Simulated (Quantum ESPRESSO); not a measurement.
The system is CsLiCr2Te2S3.

```xyz
9
Lattice="3.4216 -5.1807 0.0078 3.4216 5.1807 0.0078 -2.9041 0.0000 7.4309" Properties=species:S:1:pos:R:3 pbc="T T T"
Cs    0.6167    0.0000    0.0649
Li    2.4219    0.0000    4.1212
Cr    0.1728    2.1297    4.1498
Cr    0.1728   -2.1297    4.1498
Te    4.0786    1.5993    2.1688
Te    4.0786   -1.5993    2.1688
S     2.0049   -2.1476    5.4598
S     2.0049    2.1476    5.4598
S     0.0600    0.0000    3.5978
```

The cell was built by a generator and needn't be a form met in nature.

| Quantity | Value |
| --- | --- |
| Program | Quantum ESPRESSO 7.5 |
| Task | single point |
| Functional | PBE |
| Potentials or basis | SSSP 1.3 efficiency PBE |
| Cutoff | 748 eV |
| Density cutoff | 5987 eV |
| k mesh | 5 × 5 × 4 |
| Occupations | fermi-dirac, width 0.05 eV |
| Spin | collinear spin, ferromagnetic start |
| Starting moments | [0.0, 0.0, 3.0, 3.0, 0.0, 0.0, 0.0, 0.0, 0.0] μB |

On this cell: pressure 0.1 GPa; largest force 0.087 eV/Å; net moment 4.01 μB per cell; site moments Cs -0.00; Li +0.00; Cr +2.05; Te -0.14; S -0.06 μB; band gap on the k mesh none (metal or under the smearing width).

The same run follows on a disturbed copy (atoms moved at random, drawn with an rms of 0.05 Å):

```
Cs Li Cr Te S
1.0
     3.42162   -5.18069    0.00784
     3.42162    5.18069    0.00784
    -2.90411    0.00000    7.43093
Cs Li Cr Te S
1 1 2 2 3
Cartesian
  0.5720 0.0046 0.0397
  2.3805 0.0102 4.1598
  0.2011 2.1174 4.1826
  0.1922 -2.1274 4.1402
  4.0648 1.5751 2.1253
  4.0586 -1.6049 2.2058
  1.9879 -2.1900 5.4329
  2.0212 2.1782 5.4613
  0.0269 0.0240 3.5896
```

Problem. What does the disturbed cell give?

Solution. The energy (extrapolated to zero smearing) moves by +3.2 meV/atom; pressure 0.3 GPa; largest force 0.534 eV/Å; net moment 4.03 μB per cell; site moments Cs -0.00; Li +0.00; Cr +1.97, +2.09; Te -0.15, -0.14; S -0.06 μB; band gap on the k mesh none (metal or under the smearing width).

Forces on the atoms (eV/Å):
```
Cs   0.018  0.002  0.047
Li   0.038 -0.010 -0.056
Cr  -0.093  0.057 -0.113
Cr  -0.287  0.075 -0.444
Te  -0.124  0.080  0.099
Te   0.060  0.070 -0.128
S    0.193  0.125  0.337
S    0.045 -0.132  0.192
S    0.150 -0.267  0.067
```

Stress tensor (GPa, compression positive):
```
 0.72  0.07  0.23
 0.07 -0.06 -0.12
 0.23 -0.12  0.39
```

Caveats: only a ferromagnetic start was run, and an antiferromagnetic order may lie lower in energy.
